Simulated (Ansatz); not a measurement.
# CBGe: the cost of one run

Method: cc-pVTZ, core rule «outside noble gas», up to 16 orbitals frozen; program: Ansatz 0.2.0, Gaussian basis.

To be run: UHF; CCSD(T) on ROHF; CCSD(T) on UHF; BCCD(T) on ROHF; CCSDT(Q) on ROHF; CCSDT(Q) on UHF; CASSCF and NEVPT2, 11 electrons in 12 orbitals.

5 further runs of the same task are left out: 5 set aside as unsound or not needed.

## (1) The system

The geometry is a PBE0/def2-TZVP stationary point (not a proven minimum). No spin-orbit coupling is included. The filled d shell of Ge may be among the frozen orbitals whatever the setting's name suggests; the logs give the count.

3 atoms, charge 0, spin multiplicity 2.

Atoms are counted from 1 here; the program's logs count them from 0.

Bond lengths: B1–Ge2 1.889 Å, Ge2–C3 1.826 Å. Angles: B1–Ge2–C3 180.0°.

## (2) UHF

File in.yaml:

```yaml
crystal:
  periodic: [false, false, false]
  atoms:
    - {symbol: B, position_ang: [0.000000, 0.000000, 1.868135]}
    - {symbol: Ge, position_ang: [0.000000, 0.000000, -0.020967]}
    - {symbol: C, position_ang: [0.000000, 0.000000, -1.847168]}
basis:
  gaussian: {orbitals: cc-pVTZ}
magnetization: {spin_polarized: true, initial_magnetization: 1}
hamiltonian: {xc: hf}
output: {orbitals: {seedname: orbitals}}
```

Launch:

```console
> ansatz run in.yaml --threads 1 --pin off --events-out ev --progress --plain --max-ram 4096MiB --backend cpu
```

**Question.** How long does this run take on 1 thread of AMD EPYC 7R13, shared host, and how much memory does it need?

About 24 s, with a peak of 0.33 GiB.
